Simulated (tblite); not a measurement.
# C6H12N2Si: the cost of one run

Programs: tblite 0.8.0 and PySCF 2.14.0, with density-fitted response routines of our own. Each step states its level of theory. These are calculated values for one molecule in the gas phase, unless marked as measured. Atoms count from 0, in the outputs and in this text.

**1. The starting structure**

21 atoms, charge 0, multiplicity 1; geometry from: force field or distance geometry start.

Bonds of the start (Å): C0–C1 1.22, C1–C2 1.45, C2–C3 1.51, C2–C4 1.50, C4–N5 1.28, N5–C6 1.41, C2–N7 1.44, N7–Si8 1.76, C0–H9 1.07, C3–H10 1.12, C3–H11 1.13, C3–H12 1.08, C4–H13 1.10, C6–H14 1.13, C6–H15 1.14, C6–H16 1.09, N7–H17 1.05, Si8–H18 1.48, Si8–H19 1.49, Si8–H20 1.44.

**2. Optimising the geometry with GFN2-xTB**

The job: settings as JSON, then the geometry in Å.

```
{"job": {"kind": "relax", "xc": "GFN2-xTB", "basis": "xTB"}, "charge": 0, "multiplicity": 1}
C     -0.748100    -2.104600     0.948500
C     -0.381300    -1.178200     0.252800
C      0.095900    -0.071600    -0.549800
C      1.015700    -0.661500    -1.590500
C     -1.050900     0.547600    -1.285700
N     -2.146300     0.915600    -0.735600
C     -2.314000     0.746700     0.651300
N      0.704200     0.968600     0.237300
Si     2.117300     0.504300     1.176800
H     -1.100500    -2.917200     1.541100
H      1.862900    -1.220400    -1.124200
H      0.394400    -1.474500    -2.079200
H      1.299700     0.035400    -2.365000
H     -0.980200     0.712300    -2.373500
H     -2.931400    -0.173400     0.863300
H     -2.977400     1.591700     1.020100
H     -1.428900     0.800700     1.287500
H      0.979500     1.745300    -0.413700
H      1.733000     0.520300     2.605100
H      3.187000     1.531300     1.028100
H      2.660500    -0.801400     0.904900
```

The run is started by

```bash
$ OMP_NUM_THREADS=1 python probes_run.py task.json out
```

This one command runs all jobs of the session in turn.

**Question.** How long does this first job take on 1 thread of Intel Xeon at 2.50GHz, shared host?

About 4.4 s.
